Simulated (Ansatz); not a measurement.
# BrH5SSn: the cost of one run

Program: Ansatz 0.2.0. Level of theory: RKS B3LYP-D4/def2-SVP. These are calculated values, not measurements.

## Step 1: The system as given

Bond lengths: Sn1–Br2 3.030 Å, Sn1–H3 1.694 Å, Sn1–H4 1.697 Å, Sn1–H5 1.720 Å, Sn1–S7 2.851 Å, S7–H8 1.328 Å. Angles: Br2–Sn1–H3 81.4°, Br2–Sn1–H4 84.4°, Br2–Sn1–H5 160.4°, Br2–Sn1–S7 72.9°, H3–Sn1–H4 121.3°, H3–Sn1–H5 105.3°, H3–Sn1–S7 119.4°, H4–Sn1–H5 106.5°, H4–Sn1–S7 109.8°, H5–Sn1–S7 87.9°, Sn1–S7–H8 93.4°.

As a file:

```xyz
8

Sn   -0.9552   -0.4926   -0.2647
Br    1.8375   -1.5486    0.2495
H    -0.8555   -1.5851   -1.5549
H    -1.2679   -1.0231    1.3170
H    -2.2281    0.5868   -0.6796
H     1.9616    0.4225    0.0100
S     0.7926    1.7593   -0.1988
H     0.7150    1.8808    1.1214
```

## Step 2: A restrained relaxation towards end A

Springs on the bonds that form and break draw the guess towards this end; the thresholds are loose.

Input file input.yaml:

```yaml
crystal:
  periodic: [false, false, false]
  atoms:
    - { symbol: Sn, position_ang: [-0.9552, -0.4926, -0.2647] }
    - { symbol: Br, position_ang: [1.8375, -1.5486, 0.2495] }
    - { symbol: H, position_ang: [-0.8555, -1.5851, -1.5549] }
    - { symbol: H, position_ang: [-1.2679, -1.0231, 1.317] }
    - { symbol: H, position_ang: [-2.2281, 0.5868, -0.6796] }
    - { symbol: H, position_ang: [1.9616, 0.4225, 0.01] }
    - { symbol: S, position_ang: [0.7926, 1.7593, -0.1988] }
    - { symbol: H, position_ang: [0.715, 1.8808, 1.1214] }
basis:
  gaussian: { orbitals: def2-SVP }
hamiltonian:
  xc: b3lyp
  dispersion: d4
relax:
  f_tol: 0.15
  max_steps: 25
  restrain:
    - { distance: [0, 6], at: 3.74, k: 30.0 }
    - { distance: [5, 1], at: 2.81, k: 30.0 }
    - { distance: [0, 1], at: 2.59, k: 30.0 }
    - { distance: [5, 6], at: 1.36, k: 30.0 }
output:
  orbitals: {}
```

The run is started by

```sh
ansatz run input.yaml --threads 2 --pin off --max-ram 3072MiB --backend cpu --events-out ev --progress --plain --runs-dir out
```

What time and memory should one allow on 2 threads of Intel Xeon Platinum 8259CL at 2.50GHz (Skylake/Cascade Lake), shared host?

About 57 s, with a peak of 0.27 GiB.
